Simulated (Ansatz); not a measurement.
# In in Ansatz: further runs

The runs below take In through relaxation of the atoms, with PBEsol, PBEsol+D3(BJ), PBEsol+D3(BJ)-ATM, PBEsol+D4.

Program: Ansatz 0.2.0. These are calculated values, not measurements. Logs are shortened: lines on timing, memory, paths and dates and some standing lists are left out, and cuts for length are marked.

**1. The cell of the first run**

The cell holds a slab with vacuum, 7 atoms: a = 3.252 Å, b = 4.948 Å, c = 24.757 Å, α = 90.00°, β = 90.00°, γ = 90.00°.

The slab is cut from a database's or a generator's crystal, which needn't be the stable form of the element.

**2. Relaxation of the atoms, PBEsol (the (1 0 0) slab of In, cut from the database cell, not relaxed)**

input.yaml

```yaml
crystal:
  lattice:
    - [3.2523, 0.0, 0.0]
    - [0.0, 4.9479, 0.0]
    - [0.0, 0.0, 24.7569]
  atoms:
    - { symbol: In, position: [0.5, 0.5, 0.3029458454] }
    - { symbol: In, position: [0.0, 0.0, 0.3686305636] }
    - { symbol: In, position: [0.5, 0.5, 0.4343152818] }
    - { symbol: In, position: [0.0, 0.0, 0.5] }
    - { symbol: In, position: [0.5, 0.5, 0.5656847182] }
    - { symbol: In, position: [0.0, 0.0, 0.6313694364] }
    - { symbol: In, position: [0.5, 0.5, 0.6970541546] }
hamiltonian:
  xc: pbesol
  pseudopotentials: { kind: paw }
kpoints:
  mp_grid: { grid: [8, 6, 1] }
scf:
  occupations: { method: fermi_dirac, width: 0.05 }
output:
  forces: true
  eigenvalues: true
relax:
  f_tol: 0.02
  max_steps: 40
  constraints: [{ sites: [0, 1, 2] }]
efield:
  axis: 3
  dipole_correction: true
  ramp_width: 0.04
```

Potentials or basis: Ansatz PAW.

Command:

```
$ ansatz run input.yaml --threads 4 --pin off --max-ram 11264MiB --backend cpu --events-out ev --progress --plain --runs-dir out
```

Output:

```text
Warning: RAYON_NUM_THREADS=4 ignored (pool sized by the plan → 4); use --threads N
Engine: ansatz 0.2.0, aarch64-unknown-linux-gnu
Pseudopotentials: kind: paw
Pseudopotential: In, paw, valence charge 13, recommended cutoff 420 eV (normal), In.paw.azcp
Functional definition: PBEsol
  exchange = pbesol_x
  correlation = pbesol_c
Crystal: 7 atoms, lattice volume = 398.389 Å³
Basis set: ecut = 420 eV, 7853 PW (Γ), exchange–correlation on 48×72×360 points (8 copies of the dense FFT grid, shifted against one another)
Bands: 55, of which v1, the nominal top of the filled ones, is band 46 counted from 1 (45 counted from 0)
Symmetry: 4 space group operations
k-points: 20 of 48
Non-local potential: In, projectors of the file, l = 0: 2, l = 1: 2, l = 2: 2, l = 3: 2
PAW form: soft (Blöchl's): semilocal exchange-correlation on the pseudo side does not see the compensation charge
PAW frozen core: In, regenerated for the run's functional, and the local potential with it (the file was generated under x = pbe(κ = 0.804, μ = 0.2195149727645171), c = pbe(β = 0.06672455060314922))
PAW one-centre angular grid: In, 590 points (default); XC on 64 Gauss nodes
Initial density: superposition of atomic densities (neutral atoms: chi_scale 0, normalization atom), corrected by the library's trained network
Initial wavefunctions: pseudopotential atomic-orbital guess
Functional: x = pbesol(κ = 0.804, μ = 0.12345679012345678), c = pbesol(β = 0.046)
SCF iter   1: F=—  HF=-38676.682478 eV  |F-HF|=—  |Δ(HF+E_count)|=         —  Δρ=2.05e-3  dr2=6.36e-2  ethr=1.77e-3  p=0.000 e·Å  D=4.14e-14 V/Å  ΔV_dip=-0.00 eV  dr2_dipole=1.97e-8  V_vac-E_F(+/−)=3.84/3.84 eV  ⟨swp⟩=7.0  Hψ=4280  notcnv=0  defer=5
efield: sawtooth ramp at fractional position 0.9800 (placed from the atoms, in the widest stretch of the axis that holds none; the zero of the levels goes with the place), width 0.0400; the density the first Hamiltonian is built on has a dipole p = 0.000 e·Å; the dipole correction subtracts the counter field D = 4.14e-14 V/Å, which shifts the + side's vacuum level by -0.00 eV against the − side's; the planar-averaged density in the ramp window peaks in size at 8.7e-6 e/Å³
preconditioner: auto → LDOS  [metal: Δε(μ)=0.022 eV  Ē_g=14.250 eV  σ=0.050 eV  W_gap=0.11  n_scr=56 (ndim 8)  ℏωp=17.7 eV  f_vac=0.481  D(μ)=6.36/eV (n_scr^D=30)  β→1.0]
SCF iter   2: F=—  HF=-38676.664728 eV  |F-HF|=—  |Δ(HF+E_count)|=   1.78e-2  Δρ=1.54e-3  dr2=8.96e-3  ethr=6.98e-5  p=0.000 e·Å  D=2.80e-6 V/Å  ΔV_dip=-0.00 eV  dr2_dipole=9.49e-9  V_vac-E_F(+/−)=3.93/3.93 eV  ⟨swp⟩=2.4  Hψ=2352  notcnv=0  defer=41
SCF iter   3: F=—  HF=-38676.662058 eV  |F-HF|=—  |Δ(HF+E_count)|=   2.67e-3  Δρ=5.75e-4  dr2=3.48e-3  ethr=9.84e-6  p=0.000 e·Å  D=7.86e-7 V/Å  ΔV_dip=-0.00 eV  dr2_dipole=7.91e-10  V_vac-E_F(+/−)=3.93/3.93 eV  ⟨swp⟩=2.0  Hψ=2033  notcnv=0  defer=41
SCF iter   4: F=—  HF=-38676.661534 eV  |F-HF|=—  |Δ(HF+E_count)|=   5.24e-4  Δρ=1.91e-4  dr2=6.40e-4  ethr=3.82e-6  p=0.000 e·Å  D=7.13e-7 V/Å  ΔV_dip=-0.00 eV  dr2_dipole=8.50e-12  V_vac-E_F(+/−)=3.95/3.95 eV  ⟨swp⟩=2.6  Hψ=1991  notcnv=0  defer=41
SCF iter   5: F=—  HF=-38676.661440 eV  |F-HF|=—  |Δ(HF+E_count)|=   9.36e-5  Δρ=3.55e-5  dr2=4.69e-5  ethr=7.03e-7  p=0.000 e·Å  D=2.62e-7 V/Å  ΔV_dip=-0.00 eV  dr2_dipole=1.74e-11  V_vac-E_F(+/−)=3.96/3.96 eV  ⟨swp⟩=2.5  Hψ=1997  notcnv=0  defer=41
SCF iter   6: F=-38676.661435 eV  HF=-38676.661435 eV  |F-HF|=7.96e-7  |Δ(HF+E_count)|=   4.81e-6  Δρ=1.17e-5  dr2=2.01e-6  ethr=1.10e-8  p=0.000 e·Å  D=1.56e-7 V/Å  ΔV_dip=-0.00 eV  dr2_dipole=2.98e-11  V_vac-E_F(+/−)=3.96/3.96 eV  ⟨swp⟩=12.1  Hψ=5067  notcnv=0
SCF 1 converged in 6 iterations: F = -38676.661435 eV  dr2 = 2.01e-6
relax step   1: F+E_penalty+E_count = -38676.66143454 eV  Δ(F+E_penalty+E_count) = +0.000e0 eV  max|allowed force component| = 1.504e-1 eV/Å  Δτ_max = 0.0000 Å  (6 SCF iters, dr2 threshold 1.00e-5 eV, accepted)
Initial density: handed on by an earlier stage of this run
Initial wavefunctions: those handed on with the density
iter 1 solved again at ethr=1.13e-5 eV; its pass at ethr=3.10e-3 eV (dr2=1.03e-2 eV) is discarded
SCF iter   1: F=—  HF=-38676.674526 eV  |F-HF|=—  |Δ(HF+E_count)|=         —  Δρ=1.03e-3  dr2=1.09e-2  ethr=1.13e-5  p=0.000 e·Å  D=9.36e-8 V/Å  ΔV_dip=-0.00 eV  dr2_dipole=3.69e-4  V_vac-E_F(+/−)=3.98/3.98 eV  ⟨swp⟩=2.0  Hψ=3805  notcnv=0  defer=39
efield: sawtooth ramp at fractional position 0.9800 (handed on by an earlier solve), width 0.0400; the density the first Hamiltonian is built on has a dipole p = 0.000 e·Å; the dipole correction subtracts the counter field D = 9.36e-8 V/Å, which shifts the + side's vacuum level by -0.00 eV against the − side's; the planar-averaged density in the ramp window peaks in size at 4.3e-7 e/Å³
preconditioner: auto → LDOS  [metal: Δε(μ)=0.020 eV  Ē_g=14.373 eV  σ=0.050 eV  W_gap=0.10  n_scr=56 (ndim 8)  ℏωp=17.7 eV  f_vac=0.484  D(μ)=6.65/eV (n_scr^D=30)  β→1.0]
SCF iter   2: F=—  HF=-38676.673831 eV  |F-HF|=—  |Δ(HF+E_count)|=   6.94e-4  Δρ=3.00e-4  dr2=3.30e-3  ethr=1.13e-5  p=-0.003 e·Å  D=-1.20e-3 V/Å  ΔV_dip=0.03 eV  dr2_dipole=2.03e-4  V_vac-E_F(+/−)=3.99/3.97 eV  ⟨swp⟩=1.4  Hψ=1080  notcnv=0  defer=39
SCF iter   3: F=—  HF=-38676.673711 eV  |F-HF|=—  |Δ(HF+E_count)|=   1.20e-4  Δρ=2.19e-4  dr2=5.18e-4  ethr=3.62e-6  p=-0.003 e·Å  D=-1.24e-3 V/Å  ΔV_dip=0.03 eV  dr2_dipole=3.87e-7  V_vac-E_F(+/−)=3.99/3.96 eV  ⟨swp⟩=2.5  Hψ=1897  notcnv=0  defer=39
SCF iter   4: F=—  HF=-38676.673665 eV  |F-HF|=—  |Δ(HF+E_count)|=   4.60e-5  Δρ=8.98e-5  dr2=9.50e-5  ethr=5.69e-7  p=-0.003 e·Å  D=-1.20e-3 V/Å  ΔV_dip=0.03 eV  dr2_dipole=1.39e-5  V_vac-E_F(+/−)=3.99/3.96 eV  ⟨swp⟩=2.0  Hψ=2008  notcnv=0  defer=39
[... 43 lines left out ...]
Internal energy: -38676.630907 eV  (E = F + TS)
E sigma→0 (E₀):  -38676.656672 eV
Entropy (-TS):   -0.051530 eV (-7.361 meV/atom)
Fermi energy:    2.524115 eV
Dipole field:    D = -0.002835 V/Å  (p = -0.006241 e·Å, saw-weighted, corrected)
Work function:   Φ+ = 3.9689 eV   Φ− = 3.8987 eV
Levels:          The Fermi level and band energies are counted from a zero that moves with the ramp; work functions are not
--- Per-component energies (eV) ---
  E_band       = -858.469944
  E_kinetic    = 1689.462975
  E_local      = -67044.709946  (includes V_loc(G=0)·N_el)
  E_nonlocal   = 2571.173644
  E_hartree    = 32357.378079
  E_xc         = -1497.024430
  E_vxc        = -700.964171  (∫ρ·V_xc dr)
  E_paw        = -28568.536695  (= ΣΔE_a)
  E_vpaw       = -2088.207593  (= ΣTr[D̂ρ^β])
  E_aug_tail   = 0.000175  (compensation charges beyond the density's cutoff)
  E_efield     = 0.000009  (sawtooth field / dipole correction)
  E_vefield    = -0.027152  (∫n·V_field dr)
  E_ewald      = 21813.973965
  E_core_change = 1.651317  (= ΣΔE_core)
  E_smearing   = -0.051530  (= −TS)
  E_closure    = 0.000000  (closes the sum)
  Σ components = -38676.682437   (vs F -38676.682437, Δ=0.00e0)
--- Forces (eV/Å), atoms counted from 1 ---
  atom   1  In     0.00000000     0.00000000     0.16858903
  atom   2  In     0.00000000     0.00000000    -0.04007749
  atom   3  In     0.00000000     0.00000000    -0.13521664
  atom   4  In     0.00000000     0.00000000     0.00762333
  atom   5  In     0.00000000     0.00000000     0.00783206
  atom   6  In     0.00000000     0.00000000    -0.00112191
  atom   7  In     0.00000000     0.00000000    -0.00755565
  max |Σ_I F_I| component: 7.27e-5 eV/Å
--- Band table (eV; the first three rows and the last of 20) ---
  k-point 0: bands = ["-12.2625", "-12.1853", "-12.1369", "-12.1191", "-12.0780", "-12.0716", "-12.0486", "-12.0313", "-12.0179", "-12.0132", "-12.0096", "-12.0002", "-11.9746", "-11.9511", "-11.9450", "-11.9225", "-11.9030", "-11.8887", "-11.8852", "-11.8833", "-11.8743", "-11.8713", "-11.8486", "-11.8296", "-11.8140", "-11.8020", "-11.7796", "-11.7633", "-11.7465", "-11.7405", "-11.7343", "-11.6943", "-11.6724", "-11.6589", "-11.6274", "-6.9310", "-6.0392", "-4.7533", "-2.9815", "-1.1868", "-0.2854", "-0.0444", "0.0120", "0.9856", "2.0793", "2.3442", "2.4841", "3.6417", "4.2544", "4.4313", "5.6401", "6.1152", "6.4126", "6.7239", "7.0117"]
  k-point 1: bands = ["-12.2528", "-12.1769", "-12.1270", "-12.1112", "-12.0866", "-12.0723", "-12.0503", "-12.0458", "-12.0363", "-12.0232", "-12.0071", "-11.9994", "-11.9633", "-11.9606", "-11.9432", "-11.9328", "-11.9249", "-11.9163", "-11.8921", "-11.8805", "-11.8755", "-11.8543", "-11.8534", "-11.8197", "-11.8026", "-11.7878", "-11.7771", "-11.7514", "-11.7250", "-11.7187", "-11.7154", "-11.7146", "-11.6761", "-11.6610", "-11.6418", "-6.7451", "-5.8539", "-4.5745", "-2.8406", "-2.2266", "-1.3859", "-1.1906", "0.7072", "1.3561", "2.1983", "2.3592", "3.5675", "3.6428", "4.4073", "5.1577", "5.7894", "6.3009", "6.5119", "6.7575", "7.6077"]
  k-point 2: bands = ["-12.2280", "-12.1563", "-12.1264", "-12.1108", "-12.0851", "-12.0784", "-12.0637", "-12.0623", "-12.0467", "-12.0247", "-12.0218", "-12.0059", "-11.9900", "-11.9620", "-11.9548", "-11.9386", "-11.9261", "-11.9128", "-11.8987", "-11.8921", "-11.8694", "-11.8574", "-11.8276", "-11.8195", "-11.7996", "-11.7682", "-11.7504", "-11.7375", "-11.7317", "-11.7313", "-11.7182", "-11.6760", "-11.6669", "-11.6660", "-11.6576", "-6.1843", "-5.2999", "-4.0747", "-3.8839", "-3.1164", "-2.2703", "-1.9076", "0.2256", "0.5088", "2.3077", "2.7011", "4.3257", "4.8977", "5.2215", "6.1337", "6.5875", "6.8848", "7.0385", "7.5630", "7.9240"]
  k-point 19: bands = ["-12.0986", "-12.0765", "-12.0757", "-12.0670", "-12.0481", "-12.0437", "-12.0417", "-12.0383", "-12.0220", "-12.0174", "-12.0133", "-11.9967", "-11.9877", "-11.9770", "-11.9687", "-11.9671", "-11.9553", "-11.9377", "-11.9239", "-11.9051", "-11.8745", "-11.8678", "-11.8371", "-11.8354", "-11.7831", "-11.7551", "-11.7165", "-11.7036", "-11.7028", "-11.6918", "-11.6721", "-11.6527", "-11.6438", "-11.5948", "-11.5755", "-1.7994", "-1.6167", "-1.1260", "-0.7776", "-0.7387", "-0.6542", "-0.2304", "0.1400", "0.2622", "0.5983", "1.0653", "1.2737", "1.5376", "2.4459", "3.3863", "3.4367", "4.4925", "5.5208", "5.5642", "5.7721"]
--- Relaxed structure (5 steps of the walk, 5 accepted, 0 SCFs on fresh bases) ---
  F+E_penalty+E_count = -38676.68243691 eV   max|allowed force component| = 7.832e-3 eV/Å
  atoms:
    - { symbol: In, position: [0.5, 0.5, 0.3029458454] }
    - { symbol: In, position: [0.0, 0.0, 0.3686305636] }
    - { symbol: In, position: [0.5, 0.5, 0.43431528179999995] }
    - { symbol: In, position: [0.0, 0.0, 0.49658303809200316] }
    - { symbol: In, position: [0.5, 0.5, 0.5583963622614772] }
    - { symbol: In, position: [0.0, 0.0, 0.6248693125611654] }
    - { symbol: In, position: [0.5, 0.5, 0.6844777904687008] }
```

Run time: 45 s. Hardware: 4 threads of Arm Neoverse V2, shared host; peak memory 0.97 GiB.

Results:

```yaml
Free_energy: -38676.6824 eV
Energy_gained_by_relaxing: 3.0 meV/atom
Ionic_steps: 5
Largest_force_after_relaxing: 0.169 eV/Å
Band_gap_on_the_k_mesh: none (metal or under the smearing width)
Work_function_of_the_upper_face: 3.97 eV
Work_function_of_the_lower_face: 3.90 eV
Dipole_across_the_slab: -0.006 e·Å
```

Forces in eV/Å, atoms in the order of the input:
```
In   0.000  0.000  0.169
In   0.000  0.000 -0.040
In   0.000  0.000 -0.135
In   0.000  0.000  0.008
In   0.000  0.000  0.008
In   0.000  0.000 -0.001
In   0.000  0.000 -0.008
```

Step by step:
```csv
step,energy change (eV),largest force (eV/Å)
1,0.0000,0.1504
2,-0.0122,0.1483
3,-0.0198,0.1777
4,-0.0210,0.1686
5,-0.0210,0.1686
```

Final structure:
```xyz
7
Lattice="3.2523 0.0000 0.0000 0.0000 4.9479 0.0000 0.0000 0.0000 24.7569" Properties=species:S:1:pos:R:3 pbc="T T T"
In    1.6261    2.4739    7.5000
In    0.0000    0.0000    9.1261
In    1.6261    2.4739   10.7523
In    0.0000    0.0000   12.2939
In    1.6261    2.4739   13.8242
In    0.0000    0.0000   15.4698
In    1.6261    2.4739   16.9455
```

Levels at points of the mesh, in eV from the Fermi level:
```csv
k point,band 41,band 42,band 43,band 44,band 45,band 46,band 47,band 48,band 49,band 50
"(0.00, 0.00, 0.00)",-2.81,-2.57,-2.51,-1.54,-0.44,-0.18,-0.04,1.12,1.73,1.91
"(0.00, -0.50, 0.00)",-5.26,-4.49,-2.67,-2.10,-0.42,0.05,1.92,2.30,3.82,4.45
"(-0.50, 0.00, 0.00)",-3.12,-1.86,-1.51,-0.30,0.48,1.03,1.04,1.20,1.32,1.71
"(-0.50, -0.50, 0.00)",-3.18,-2.75,-2.38,-2.26,-1.93,-1.46,-1.25,-0.99,-0.08,0.86
```

Caveat: the PAW data sets come from PBE, with cores solved anew for the run's functional, which leaves a small shift of forces and pressure.

(Continued in part 2 of 2.)
